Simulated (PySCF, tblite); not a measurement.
**C7H11NOSi: geometry, infrared bands and NMR shifts**

Wanted: the infrared bands and NMR shifts of C7H11NOSi (`NCc1cccc(O[SiH3])c1`), by calculation.

The runs use tblite 0.8.0 and PySCF 2.14.0, with density-fitted response routines of our own; the level of theory stands in each step. All values are computed, except where a source is named. Atoms are numbered from 0 throughout.

## 1. Starting geometry

21 atoms, charge 0, multiplicity 1; geometry from: force field or distance geometry start.

Bonds of the start (Å): N0–C1 1.44, C1–C2 1.51, C2–C3 1.41, C3–C4 1.39, C4–C5 1.39, C5–C6 1.39, C6–O7 1.38, O7–Si8 1.65, C6–C9 1.41, C9–C2 1.39, N0–H10 1.02, N0–H11 1.02, C1–H12 1.12, C1–H13 1.09, C3–H14 1.08, C4–H15 1.08, C5–H16 1.09, Si8–H17 1.48, Si8–H18 1.49, Si8–H19 1.48, C9–H20 1.09.

## 2. Optimising the geometry with GFN2-xTB

Job settings and geometry (Å):

```
{"job": {"kind": "relax", "xc": "GFN2-xTB", "basis": "xTB"}, "charge": 0, "multiplicity": 1}
N     -3.447600     0.537000     0.280200
C     -2.719700    -0.710000     0.224100
C     -1.281600    -0.494200    -0.198900
C     -0.945700    -0.523300    -1.567700
C      0.370400    -0.299300    -1.951700
C      1.351100    -0.015100    -1.012800
C      1.023600     0.041100     0.339200
O      1.913900     0.315900     1.353500
Si     3.535500     0.636100     1.389500
C     -0.300000    -0.197400     0.746200
H     -3.408900     0.981200    -0.637100
H     -2.980200     1.174200     0.917400
H     -2.740700    -1.189700     1.230800
H     -3.209300    -1.410100    -0.454300
H     -1.703900    -0.736900    -2.309800
H      0.628700    -0.334000    -3.002000
H      2.370800     0.165600    -1.351800
H      3.819600     1.849400     0.585900
H      3.967000     0.866000     2.795300
H      4.297500    -0.496900     0.819600
H     -0.549600    -0.142600     1.803800
```

On the command line:

```bash
> OMP_NUM_THREADS=1 python probes_run.py task.json out
```

The driver reads the jobs from task.json and runs them one after another.

**Question.** This job is followed by: GFN2-xTB harmonic vibrations, gas phase; GIAO PBE0/pcSseg-1 NMR shielding, non-relativistic, gas phase. What will the session give for the following? strongest single infrared mode (GFN2-xTB); zero-point energy (GFN2-xTB); 13C shifts against TMS (PBE0/pcSseg-1); 1H shifts against TMS (PBE0/pcSseg-1, means over atoms taken as alike); 15N shifts against NH3 (PBE0/pcSseg-1); 17O shifts against H2O (PBE0/pcSseg-1); 29Si shifts against TMS (PBE0/pcSseg-1).

**Answer**, as computed:

```
                                                              quantity                                               value
                             strongest single infrared mode (GFN2-xTB)                               2227 cm⁻¹, 411 km/mol
                                          zero-point energy (GFN2-xTB)                                      100.6 kcal/mol
                                13C shifts against TMS (PBE0/pcSseg-1)  163.0, 155.8, 135.5, 125.0, 123.8, 116.4, 54.3 ppm
1H shifts against TMS (PBE0/pcSseg-1, means over atoms taken as alike)        7.56, 7.10, 7.06, 6.70, 5.15, 3.77, 0.71 ppm
                                15N shifts against NH3 (PBE0/pcSseg-1)                                            61.7 ppm
                                17O shifts against H2O (PBE0/pcSseg-1)                                            93.0 ppm
                               29Si shifts against TMS (PBE0/pcSseg-1)                                           -44.2 ppm
```

In words: Relaxing lowered the energy by 0.161 eV in 25 steps; the close pair that moved most is Si8–H18, from 1.488 to 1.453 Å. All 57 modes are real, so the xTB geometry is a minimum. The strongest single mode, at 2227 cm⁻¹, moves mainly H17 and H19. GFN2-xTB is a fitted tight-binding method: band positions and strengths are rough. Its intensities can rank the bands wrongly. NICS(1)zz of -27 ppm above the planar ring from C2 marks a diatropic (aromatic) ring current.
